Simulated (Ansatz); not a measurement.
# MgAl30: the cost of one run

Method: DFT PBE, plane waves, PAW, scalar-relativistic, no spin polarisation, in Ansatz 0.2.0.

1 further run of the same task is left out (it didn't finish).

## Step 1: The system as given

The cell holds 31 atoms (Al30Mg): a = 8.100 Å, b = 8.100 Å, c = 8.100 Å, α = 90.00°, β = 90.00°, γ = 90.00°.

Its coordinates follow in the input file.

## Step 2: End point A

input.yaml

```yaml
crystal:
  lattice:
    - [8.1, 0.0, 0.0]
    - [0.0, 8.1, 0.0]
    - [0.0, 0.0, 8.1]
  atoms:
    - { symbol: Al, position: [0.495449, -0.0048956, 0.0039354] }
    - { symbol: Al, position: [0.7511191, 0.2564237, -5.24e-05] }
    - { symbol: Mg, position: [0.7534379, -0.0009534, 0.2529247] }
    - { symbol: Al, position: [0.0063409, -0.001921, -0.0056373] }
    - { symbol: Al, position: [0.2430369, 0.2565133, 0.0006791] }
    - { symbol: Al, position: [0.4984276, 0.498687, -0.0016744] }
    - { symbol: Al, position: [0.7524473, 0.7488295, 0.0026585] }
    - { symbol: Al, position: [0.2493682, -0.0018006, 0.2553325] }
    - { symbol: Al, position: [0.4983243, 0.2481772, 0.2457132] }
    - { symbol: Al, position: [0.7442744, 0.4977979, 0.2460928] }
    - { symbol: Al, position: [0.4998926, -0.0016236, 0.4998059] }
    - { symbol: Al, position: [0.7516407, 0.258023, 0.4975393] }
    - { symbol: Al, position: [0.755941, -0.0012583, 0.7418944] }
    - { symbol: Al, position: [-0.0015935, 0.4965933, -0.0058854] }
    - { symbol: Al, position: [0.2483223, 0.7453669, 0.0032606] }
    - { symbol: Al, position: [0.0011285, 0.2498025, 0.2462007] }
    - { symbol: Al, position: [0.2508874, 0.4977157, 0.2519774] }
    - { symbol: Al, position: [0.5053039, 0.7511566, 0.2449565] }
    - { symbol: Al, position: [0.0043264, 0.0040526, 0.4967121] }
    - { symbol: Al, position: [0.2551054, 0.25439, 0.5027311] }
    - { symbol: Al, position: [0.5018322, 0.4993367, 0.5026644] }
    - { symbol: Al, position: [0.2471844, -0.0081518, 0.7440968] }
    - { symbol: Al, position: [0.4952754, 0.2540655, 0.7460648] }
    - { symbol: Al, position: [0.7452561, 0.496061, 0.7516397] }
    - { symbol: Al, position: [0.0101867, 0.7488756, 0.2582596] }
    - { symbol: Al, position: [0.0026205, 0.5050207, 0.5047746] }
    - { symbol: Al, position: [0.2447689, 0.7533882, 0.5020185] }
    - { symbol: Al, position: [0.0010146, 0.2455301, 0.7521493] }
    - { symbol: Al, position: [0.253044, 0.5067422, 0.7512229] }
    - { symbol: Al, position: [0.4972953, 0.7545029, 0.7464167] }
    - { symbol: Al, position: [0.0048024, 0.753589, 0.7566086] }
basis:
  ecutwfc: 420.0
kpoints:
  mp_grid: { grid: [3, 3, 3] }
hamiltonian:
  xc: pbe
  pseudopotentials: { kind: paw, azcp: { folder: soft_1 } }
scf:
  occupations: { method: gaussian, width: 0.05 }
  lower_state_search: "off"
relax:
  f_tol: 0.03
  max_steps: 60
  adjacent_minimum: "off"
output:
  write_density: true
  write_potential: true
  elf: true
  volumetric_format: npy
```

Run with:

```
ansatz run input.yaml --threads 4 --pin off --max-ram 10240MiB --backend cpu --events-out ev --progress --plain --runs-dir out
```

What time and memory should one allow on 4 threads of Arm Neoverse V2, shared host?

About 69 s, with a peak of 1.4 GiB.
